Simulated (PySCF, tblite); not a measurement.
# C₂H₂BF₃O₂: geometry, infrared bands, NMR shifts and spin-spin couplings

Aim: predict the infrared bands, NMR shifts and spin-spin couplings of C₂H₂BF₃O₂ (`FB1OCC(F)(F)O1`).

The runs use tblite 0.8.0 and PySCF 2.14.0, with density-fitted response routines of our own; the level of theory stands in each step. All values are computed, except where a source is named. Atoms are numbered from 0 throughout.

## Step 1: The starting structure

10 atoms, charge 0, multiplicity 1; geometry from: force field or distance geometry start.

Bonds of the start (Å): F0–B1 1.44, B1–O2 1.45, O2–C3 1.38, C3–C4 1.54, C4–F5 1.38, C4–F6 1.38, C4–O7 1.41, O7–B1 1.46, C3–H8 1.12, C3–H9 1.11.

## Step 2: Optimising the geometry with GFN2-xTB

Job settings and geometry (Å):

```
{"job": {"kind": "relax", "xc": "GFN2-xTB", "basis": "xTB"}, "charge": 0, "multiplicity": 1}
F     -1.644500     2.000300     0.116400
B     -0.868200     1.083200    -0.673900
O     -1.279900    -0.311700    -0.695200
C     -0.285700    -0.898200     0.063100
C      0.918700     0.052600     0.119300
F      2.018800    -0.538800    -0.478900
F      1.231900     0.393500     1.416100
O      0.587200     1.213600    -0.599800
H     -0.665000    -1.113500     1.097500
H     -0.004400    -1.876300    -0.387100
```

Launch:

```console
> OMP_NUM_THREADS=1 python probes_run.py task.json out
```

This one command runs all jobs of the session in turn.

The log of the run:

```text
step      E/eV     max force
  0    -787.79784    3.624
  1    -788.32765    2.219
  2    -788.53190    2.309
  3    -788.60721    1.063
  4    -788.67536    0.941
  5    -788.76211    1.570
  6    -788.83409    1.578
  7    -788.96830    1.232
  8    -789.06098    0.875
  9    -789.13567    1.008
 10    -789.21816    1.048
 11    -789.31508    1.421
 12    -789.35839    1.254
 13    -789.39949    0.370
 14    -789.41300    0.356
 15    -789.42461    0.442
 16    -789.43539    0.360
 17    -789.44365    0.176
 18    -789.44872    0.166
 19    -789.45144    0.159
 20    -789.45326    0.163
 21    -789.45441    0.108
 22    -789.45530    0.086
 23    -789.45616    0.085
 24    -789.45685    0.058
 25    -789.45717    0.031
 26    -789.45725    0.023
 27    -789.45729    0.018
 28    -789.45735    0.024
 29    -789.45744    0.031
 30    -789.45756    0.033
 31    -789.45770    0.034
 32    -789.45781    0.034
 33    -789.45790    0.029
 34    -789.45801    0.028
 35    -789.45815    0.032
 36    -789.45828    0.029
 37    -789.45837    0.019
 38    -789.45840    0.015
 39    -789.45842    0.011
 40    -789.45843    0.010
 41    -789.45844    0.007
```

Run time: 0.32 s. Hardware: 1 thread of Arm Neoverse N1, shared host.

Relaxation path: (not every step is listed)

```
step  energy from step 0 (eV)  largest force (eV/Å)
   0                   0.0000                3.6240
   1                  -0.5298                2.2188
   2                  -0.7341                2.3086
   3                  -0.8094                1.0626
   4                  -0.8775                0.9408
   5                  -0.9643                1.5695
   6                  -1.0362                1.5782
   7                  -1.1705                1.2321
   8                  -1.2631                0.8745
  10                  -1.4203                1.0481
  12                  -1.5606                1.2543
  14                  -1.6152                0.3565
  16                  -1.6376                0.3599
  18                  -1.6509                0.1662
  20                  -1.6554                0.1627
  22                  -1.6575                0.0858
  24                  -1.6590                0.0582
  26                  -1.6594                0.0227
  28                  -1.6595                0.0242
  30                  -1.6597                0.0329
  32                  -1.6600                0.0340
  34                  -1.6602                0.0278
  36                  -1.6604                0.0291
  37                  -1.6605                0.0194
  38                  -1.6606                0.0153
  39                  -1.6606                0.0114
  40                  -1.6606                0.0104
  41                  -1.6606                0.0070
```

Close pairs (by a distance rule), those that changed most:

```
 bond  before (Å)  after (Å)  change (Å)
F0–B1       1.438      1.304      -0.134
B1–O2       1.455      1.351      -0.104
B1–O7       1.463      1.381      -0.082
C4–O7       1.405      1.359      -0.047
C4–F5       1.385      1.351      -0.034
C3–H8       1.123      1.092      -0.030
O2–C3       1.381      1.411      +0.030
C4–F6       1.377      1.351      -0.026
```

The final coordinates are the input of the step that follows.

## Step 3: Infrared spectrum with GFN2-xTB

Job settings and geometry (Å):

```
{"job": {"kind": "ir", "xc": "GFN2-xTB", "basis": "xTB"}, "charge": 0, "multiplicity": 1}
F     -1.661562     2.105354    -0.814893
B     -0.912918     1.106403    -0.438471
O     -1.356077    -0.158229    -0.268185
C     -0.267779    -0.957190     0.141413
C      0.920601     0.034398     0.193558
F      1.928732    -0.340074    -0.623875
F      1.476869     0.093987     1.423102
O      0.434598     1.249499    -0.171538
H     -0.466732    -1.382573     1.127772
H     -0.086849    -1.746921    -0.591410
```

The log of the run:

```text
mode    cm-1     km/mol
  1      93.2      4.92
  2     187.8      0.79
  3     299.2     12.09
  4     330.2      0.26
  5     391.0     16.37
  6     481.4     12.28
  7     506.0     10.48
  8     570.2      2.74
  9     574.1    103.11
 10     644.2      2.87
 11     847.7     10.78
 12     902.3     81.72
 13     907.1      9.63
 14    1081.2    163.77
 15    1091.6    143.28
 16    1103.7     67.67
 17    1131.2    357.45
 18    1153.9     86.82
 19    1191.2    424.35
 20    1277.9     32.31
 21    1418.8    288.42
 22    1429.1    289.19
 23    2973.1      1.97
 24    2973.9      3.69
```

It took 0.34 s on 1 thread of Arm Neoverse N1, shared host.

Which atoms move in the most intense modes:

```
cm⁻¹  km/mol                               atoms
 574   103.1                    B1 52 %, O7 24 %
1081   163.8           C3 32 %, O2 31 %, B1 15 %
1092   143.3  C4 42 %, H8 15 %, C3 15 %, H9 15 %
1131   357.4                             C4 70 %
1154    86.8           H8 38 %, H9 38 %, C4 19 %
1191   424.4  C4 30 %, B1 29 %, O7 14 %, C3 12 %
1419   288.4  B1 46 %, H9 18 %, H8 18 %, F0 11 %
1429   289.2           B1 30 %, H8 28 %, H9 28 %
```

## Step 4: Shielding tensors: PBE0/pcSseg-1

Settings changed since step 3:

```diff
@@ -1,2 +1,2 @@
-{"job": {"kind": "ir", "xc": "GFN2-xTB", "basis": "xTB"}, "charge": 0, "multiplicity": 1}
+{"job": {"kind": "nmr", "xc": "PBE0", "basis": "pcSseg-1"}, "charge": 0, "multiplicity": 1}
 F     -1.661562     2.105354    -0.814893
```

Method: GIAO PBE0/pcSseg-1 NMR shielding, non-relativistic, gas phase.

The log of the run:

```text
coarse grid: 9928 points
cycle   1  E = -551.5191073863  dE =  1.575e+00  |g| = 1.098e+00  |ddm| = 2.845e+00
cycle   2  E = -551.3105208824  dE =  2.086e-01  |g| = 1.606e+00  |ddm| = 1.276e+00
cycle   3  E = -551.7173894840  dE = -4.069e-01  |g| = 6.563e-02  |ddm| = 7.895e-01
cycle   4  E = -551.7177137480  dE = -3.243e-04  |g| = 5.342e-02  |ddm| = 6.026e-02
cycle   5  E = -551.7181761249  dE = -4.624e-04  |g| = 9.245e-03  |ddm| = 2.875e-02
cycle   6  E = -551.7181898693  dE = -1.374e-05  |g| = 3.130e-03  |ddm| = 6.967e-03
cycle   7  E = -551.7181917562  dE = -1.887e-06  |g| = 4.730e-04  |ddm| = 2.022e-03
final grid: 101600 points
cycle   8  E = -551.8026364776  dE = -5.667e-05  |g| = 1.021e-02  |ddm| = 2.042e-02
cycle   9  E = -551.8026184792  dE =  1.800e-05  |g| = 1.466e-02  |ddm| = 1.189e-02
cycle  10  E = -551.8026538232  dE = -3.534e-05  |g| = 5.978e-04  |ddm| = 7.143e-03
cycle  11  E = -551.8026538762  dE = -5.308e-08  |g| = 3.424e-04  |ddm| = 5.820e-04
cycle  12  E = -551.8026538959  dE = -1.964e-08  |g| = 7.680e-05  |ddm| = 2.110e-04
cycle  13  E = -551.8026538968  dE = -8.907e-10  |g| = 2.110e-05  |ddm| = 5.000e-05
converged SCF energy = -551.8026538968

GIAO shielding tensors (ppm)
atom      isotropic    diamagn.    paramagn.     s11        s22        s33       span
  0 F      318.065     465.772    -147.706    202.701    354.035    397.460    194.759
  1 B       80.673     198.899    -118.226     71.148     74.571     96.299     25.151
  2 O      232.101     392.024    -159.923    106.743    260.929    328.630    221.888
  3 C      108.314     248.511    -140.197     85.310     99.672    139.960     54.650
  4 C       50.843     242.781    -191.938     44.155     53.827     54.547     10.392
  5 F      249.159     472.697    -223.538    173.681    244.643    329.152    155.471
  6 F      249.172     472.708    -223.536    173.708    244.657    329.150    155.442
  7 O      159.250     394.397    -235.147    114.808    142.832    220.111    105.303
  8 H       27.001      28.637      -1.636     23.508     26.555     30.939      7.431
  9 H       27.001      28.632      -1.631     23.509     26.556     30.939      7.430
```

It took 25 s on 1 thread of Arm Neoverse N1, shared host; peak memory 0.7 GiB.

Shifts follow as δ = σ(reference) − σ, with reference shieldings (ppm) from runs at the same level and on the same kind of geometry: 1H TMS 31.72, 13C TMS 186.9, 19F CFCl3 170.9, 17O H2O 336.1, 11B BF3·OEt2 100.1. The references are single molecules in the gas phase, so shifts against H2O, NH3, PH3, H3PO4 or CFCl3 are not on the usual liquid scales and can be off by tens of ppm. Atoms listed in one row are averaged.

```
 atoms                                       environment  σ (ppm)  δ (ppm)  δ scaled to CDCl3
    C4  fully substituted sp3 carbon bonded to 2 F and O     50.8    136.1              130.9
    C3                               sp3 CH2 bonded to O    108.3     78.6               74.8
H8, H9                hydrogen on an sp3 CH2 bonded to O    27.00     4.72               4.55
F5, F6                           fluorine of a CF2 group    249.2    -78.2                  –
    F0                              fluorine bonded to B    318.1   -147.1                  –
    B1      boron bonded to F, 2 O, in a 5-membered ring     80.7     19.4                  –
    O7       oxygen bonded to C, B, in a 5-membered ring    159.3    176.8                  –
    O2       oxygen bonded to C, B, in a 5-membered ring    232.1    104.0                  –
```

The scaled column applies a straight-line fit of computed shieldings to shifts measured in CDCl3, and one for carbons that bear F (root-mean-square error 0.16 ppm for H, 1.9 ppm for C).

The run also stored atomic charges by several schemes (e):

```
 atoms  Mulliken    IAO  Hirshfeld  ESP fit
    F0     -0.27  -0.30      -0.12    -0.29
    B1      0.71   0.74       0.33     0.84
    O2     -0.47  -0.42      -0.19    -0.45
    C3      0.04  -0.10       0.00    -0.03
    C4      0.67   0.71       0.24     0.58
F5, F6     -0.28  -0.29      -0.10    -0.22
    O7     -0.44  -0.41      -0.19    -0.44
```

Mayer bond orders: F0–B1 1.15, B1–O2 1.18, O2–C3 0.89, C3–C4 1.05, C4–F5 0.98, C4–F6 0.98, C4–O7 0.98, O7–B1 1.07.

Ring of atoms B1, O2, C3, C4, O7: NICS(0) -5.7, NICS(1) -2.3, NICS(1)zz -3.1 ppm (means of both faces).

## Step 5: J couplings: B3LYP/pcJ-1

Settings changed since step 4:

```diff
@@ -1,2 +1,2 @@
-{"job": {"kind": "nmr", "xc": "PBE0", "basis": "pcSseg-1"}, "charge": 0, "multiplicity": 1}
+{"job": {"kind": "j", "xc": "B3LYP", "basis": "pcJ-1"}, "charge": 0, "multiplicity": 1}
 F     -1.661562     2.105354    -0.814893
```

With the program's defaults for keys left out, this is: B3LYP/pcJ-1 indirect spin-spin coupling, non-relativistic, gas phase.

The log of the run:

```text
coarse grid: 9928 points
cycle   1  E = -552.1010903257  dE =  1.515e+00  |g| = 1.204e+00  |ddm| = 2.817e+00
cycle   2  E = -551.7804521127  dE =  3.206e-01  |g| = 1.893e+00  |ddm| = 1.434e+00
cycle   3  E = -552.3282548883  dE = -5.478e-01  |g| = 8.285e-02  |ddm| = 9.157e-01
cycle   4  E = -552.3286273652  dE = -3.725e-04  |g| = 7.352e-02  |ddm| = 7.925e-02
cycle   5  E = -552.3294841177  dE = -8.568e-04  |g| = 1.309e-02  |ddm| = 3.849e-02
cycle   6  E = -552.3295115794  dE = -2.746e-05  |g| = 4.021e-03  |ddm| = 9.416e-03
cycle   7  E = -552.3295145594  dE = -2.980e-06  |g| = 7.212e-04  |ddm| = 2.537e-03
final grid: 101600 points
cycle   8  E = -552.4140031625  dE = -2.555e-04  |g| = 6.504e-03  |ddm| = 1.608e-02
cycle   9  E = -552.4139977153  dE =  5.447e-06  |g| = 8.520e-03  |ddm| = 7.026e-03
cycle  10  E = -552.4140085212  dE = -1.081e-05  |g| = 7.912e-04  |ddm| = 4.322e-03
cycle  11  E = -552.4140085702  dE = -4.902e-08  |g| = 4.545e-04  |ddm| = 5.548e-04
cycle  12  E = -552.4140086102  dE = -3.995e-08  |g| = 7.281e-05  |ddm| = 2.908e-04
cycle  13  E = -552.4140086109  dE = -7.178e-10  |g| = 2.821e-05  |ddm| = 4.568e-05
converged SCF energy = -552.4140086109

Indirect spin-spin couplings (Hz)
  i      j    bonds     total        FC       PSO       DSO        SD
  0 F    1 B    1    -25.613    13.800   -40.803     1.215     0.174
  0 F    2 O    2    -13.403   -26.178    14.732     0.058    -2.015
  0 F    3 C    3     -0.441     0.520    -0.372    -0.399    -0.190
  0 F    4 C    3      1.585     2.149    -0.239    -0.279    -0.046
  0 F    5 F    4     -0.349     0.843     0.999    -1.132    -1.058
  0 F    6 F    4     -0.360     0.834     0.996    -1.131    -1.059
  0 F    7 O    2    -12.938   -24.948    13.056     0.007    -1.053
  0 F    8 H    4      0.651     0.969     1.236    -1.463    -0.091
  0 F    9 H    4      0.653     0.972     1.236    -1.464    -0.091
  1 B    2 O    1    -15.274   -20.004     5.272    -0.238    -0.303
  1 B    3 C    2      1.234     1.256    -0.087     0.065     0.001
  1 B    4 C    2     10.275    10.526    -0.399     0.160    -0.013
  1 B    5 F    3      6.410     6.147     0.840    -0.250    -0.327
  1 B    6 F    3      6.405     6.142     0.841    -0.250    -0.327
  1 B    7 O    1    -15.275   -19.186     4.353    -0.260    -0.183
  1 B    8 H    3      2.654     2.791     0.263    -0.366    -0.034
  1 B    9 H    3      2.648     2.785     0.263    -0.366    -0.034
  2 O    3 C    1     19.334    20.491    -1.007    -0.151         -
  2 O    4 C    2      0.421    -0.106     0.577    -0.051         -
  2 O    5 F    3      2.281     1.360     0.973     0.144    -0.196
  2 O    6 F    3      2.279     1.360     0.971     0.144    -0.196
  2 O    8 H    2     -7.080    -6.554    -0.565     0.039         -
  2 O    9 H    2     -7.076    -6.550    -0.565     0.039         -
  3 C    4 C    1     53.556    54.270    -1.140     0.426         -
  3 C    5 F    2     39.012    39.703    -2.258     0.100     1.467
  3 C    6 F    2     38.971    39.661    -2.257     0.100     1.468
  3 C    7 O    2     -0.903    -1.348     0.460    -0.015         -
  3 C    8 H    1    160.740   159.969    -0.390     1.160         -
  3 C    9 H    1    160.721   159.950    -0.390     1.160         -
  4 C    5 F    1   -326.349  -310.479   -27.696     1.393    10.433
  4 C    6 F    1   -326.388  -310.515   -27.697     1.393    10.431
  4 C    7 O    1     16.628    12.184     4.680    -0.236         -
  4 C    8 H    2     -3.101    -3.155    -0.259     0.313         -
  4 C    9 H    2     -3.103    -3.157    -0.260     0.314         -
  5 F    6 F    2    100.325    80.018   -35.128    -0.259    55.694
  5 F    7 O    2    -29.695   -28.467     1.578    -0.025    -2.782
  5 F    8 H    3     13.658    13.724     1.360    -1.390    -0.035
  5 F    9 H    3     10.638    11.135    -0.512     0.820    -0.806
  6 F    7 O    2    -29.737   -28.502     1.574    -0.025    -2.784
  6 F    8 H    3     10.612    11.108    -0.510     0.819    -0.804
  6 F    9 H    3     13.647    13.712     1.360    -1.390    -0.035
  7 O    8 H    3      0.087     0.048    -0.160     0.199         -
  7 O    9 H    3      0.087     0.048    -0.160     0.199         -
  8 H    9 H    2    -11.529   -11.657     2.050    -1.922         -
```

Run time: 70 s. Hardware: 1 thread of Arm Neoverse N1, shared host; peak memory 0.91 GiB.

Couplings of 1 Hz or more, nine at most for each number of bonds, with means over like pairs (isotopes 11B, 13C, 19F, 1H, 17O):

```
 pair  bonds  J (Hz)  Fermi contact (Hz)  dihedral (°)
C4–F5      1  -326.4              -310.5             –
C3–H8      1   160.7               160.0             –
C3–C4      1    53.6                54.3             –
F0–B1      1   -25.6                13.8             –
O2–C3      1    19.3                20.5             –
C4–O7      1    16.6                12.2             –
B1–O7      1   -15.3               -19.2             –
B1–O2      1   -15.3               -20.0             –
F5–F6      2   100.3                80.0             –
C3–F5      2    39.0                39.7             –
F5–O7      2   -29.7               -28.5             –
F0–O2      2   -13.4               -26.2             –
F0–O7      2   -12.9               -24.9             –
H8–H9      2   -11.5               -11.7             –
B1–C4      2    10.3                10.5             –
O2–H8      2    -7.1                -6.6             –
C4–H8      2    -3.1                -3.2             –
F5–H8      3    13.7                13.7           121
F5–H9      3    10.6                11.1            -3
B1–F5      3     6.4                 6.1           122
B1–H8      3     2.7                 2.8           119
O2–F5      3     2.3                 1.4          -121
F0–C4      3     1.6                 2.1           180
```

Where two rows join the same classes of atoms, they are the two kinds of pair (J and J′ of an AA′XX′ pattern), each a mean over its own pairs alone.

The spin-dipole term was solved for some atoms only; pairs without it lack that part.

The response was solved for the nuclei of B, C, F, H alone, so couplings that need other nuclei can be missing.

Quadrupole couplings from the field gradients of the same density:

```
atom  isotope  eQq/h (MHz)     η
  O2      17O       -9.350  0.23
  O7      17O       -8.761  0.23
  B1      11B        2.254  0.20
```

Shifts (PBE0/pcSseg-1, scaled to CDCl3) and these couplings together give the proton spectrum at 500 MHz below. H–H couplings in it are scaled by factors fitted to measured ones, so they differ from the table. Couplings to quadrupolar nuclei are left out.

1H NMR δ 4.55 (m, 2H).

## Step 6: Outcome

| quantity | value |
| --- | --- |
| strongest single infrared mode (GFN2-xTB) | 1191 cm⁻¹, 424 km/mol |
| zero-point energy (GFN2-xTB) | 33.7 kcal/mol |
| 13C shifts against TMS (PBE0/pcSseg-1) | 136.1, 78.6 ppm |
| 1H shifts against TMS (PBE0/pcSseg-1, means over atoms taken as alike) | 4.72 ppm |
| 19F shifts against CFCl3 (PBE0/pcSseg-1, means over atoms taken as alike) | -78.2, -147.1 ppm |
| 11B shifts against BF3·OEt2 (PBE0/pcSseg-1) | 19.4 ppm |
| 17O shifts against H2O (PBE0/pcSseg-1) | 176.8, 104.0 ppm |
| largest coupling of the table (B3LYP/pcJ-1) | 1J(C,F) C4–F5, -326.4 Hz |

In words: The optimisation took 41 steps and gained 1.661 eV; among the close pairs (by a distance rule), F0–B1 changed most, from 1.438 to 1.304 Å. All 24 modes are real, so the xTB geometry is a minimum. The strongest single mode, at 1191 cm⁻¹, is carried by C4, B1, O7, C3. GFN2-xTB is a fitted tight-binding method: band positions and strengths are rough. Its intensities can rank the bands wrongly. At PBE0/pcSseg-1: Shielding is most anisotropic at O2 (span 222 ppm, paramagnetic term -160 ppm). Of the pairs tabulated at B3LYP/pcJ-1, C4–F5 (mean over like pairs) couples most strongly (-326.4 Hz; Fermi contact -310.5 Hz). Couplings across rotatable bonds belong to this one conformer; where others are populated, the observed values are averages. Density functionals describe couplings to fluorine poorly, F–F couplings above all, so those rows are rough.
